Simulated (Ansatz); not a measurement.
**C2H9InSi: how energies converge with the basis set**

An exercise on one series of results from a longer session: the logs are not shown, and one member is left open.

The runs use Ansatz 0.2.0, Gaussian basis; one geometry, several basis sets.

Levels to be run: PBE0-D4/def2-SVP; ωB97M-V/def2-SVP; PBE0-D4/def2-QZVPP; ωB97M-V/def2-QZVPP; the functionals' def2-TZVPP values are taken from earlier runs.

**The geometry**

The geometry comes from an earlier relaxation with PBE0-D4 in a triple-zeta def2 set; it is a stationary point, not always the lowest conformer. In takes the def2 core potential; no spin-orbit term is included.

SMILES `[SiH3]C[CH2][InH2]`, 13 atoms, charge 0, spin multiplicity 1.

Atoms are counted from 1 here; the program's logs count them from 0.

Bond lengths: Si1–C2 1.868 Å, Si1–H5 1.487 Å, Si1–H6 1.486 Å, Si1–H7 1.513 Å, C2–C3 1.533 Å, C2–H8 1.096 Å, C2–H9 1.097 Å, C3–In4 2.185 Å, C3–H10 1.093 Å, C3–H11 1.094 Å, In4–H12 1.727 Å, In4–H13 1.733 Å. Angles: C2–Si1–H5 115.8°, C2–Si1–H6 112.0°, C2–Si1–H7 105.5°, H5–Si1–H6 109.5°, H5–Si1–H7 107.4°, H6–Si1–H7 106.0°, Si1–C2–C3 108.5°, Si1–C2–H8 107.6°, Si1–C2–H9 110.8°, C3–C2–H8 110.8°, C3–C2–H9 112.7°, H8–C2–H9 106.4°, C2–C3–In4 109.8°, C2–C3–H10 110.9°, C2–C3–H11 111.2°, In4–C3–H10 109.0°, In4–C3–H11 109.0°, H10–C3–H11 106.9° and more.

Set-up of the first run:

Input file in.yaml:

```yaml
crystal:
  periodic: [false, false, false]
  atoms:
    - {symbol: Si, position_ang: [-1.186275, 0.678644, 0.903927]}
    - {symbol: C, position_ang: [-0.685323, -0.986044, 0.221369]}
    - {symbol: C, position_ang: [0.828901, -0.977820, -0.015539]}
    - {symbol: In, position_ang: [1.374935, 0.732216, -1.261238]}
    - {symbol: H, position_ang: [-2.647555, 0.948794, 0.945837]}
    - {symbol: H, position_ang: [-0.596851, 0.931193, 2.244996]}
    - {symbol: H, position_ang: [-0.564784, 1.699070, -0.024092]}
    - {symbol: H, position_ang: [-1.225294, -1.134358, -0.720715]}
    - {symbol: H, position_ang: [-1.004828, -1.793961, 0.891166]}
    - {symbol: H, position_ang: [1.371628, -0.916256, 0.931054]}
    - {symbol: H, position_ang: [1.156254, -1.897392, -0.509997]}
    - {symbol: H, position_ang: [2.634370, 1.833080, -0.831417]}
    - {symbol: H, position_ang: [0.544812, 0.882814, -2.775350]}
basis:
  gaussian: {orbitals: def2-SVP}
hamiltonian: {xc: pbe0, dispersion: d4}
output: {orbitals: {seedname: orbitals}}
```

Run with:

```
ansatz run in.yaml --threads 4 --pin off --events-out ev --progress --plain --max-ram 10444MiB
```

Steps of the session up to this table: PBE0-D4 in def2-SVP; ωB97M-V in def2-SVP; PBE0-D4 in def2-QZVPP; ωB97M-V in def2-QZVPP.

One table of the session follows, with a row left open; its other results are not shown here.

It belongs to the step «Functionals by basis». 

```
functional       basis  HOMO (eV)
   PBE0-D4    def2-SVP      -7.05
   PBE0-D4  def2-TZVPP      -7.05
   PBE0-D4  def2-QZVPP      -7.06
   ωB97M-V    def2-SVP      -9.17
   ωB97M-V  def2-TZVPP      -9.20
   ωB97M-V  def2-QZVPP          ?
```

Q: Estimate the row for ωB97M-V, def2-QZVPP from the others.

The run gave: HOMO (eV): -9.21. In the column «HOMO (eV)» it is the lowest.
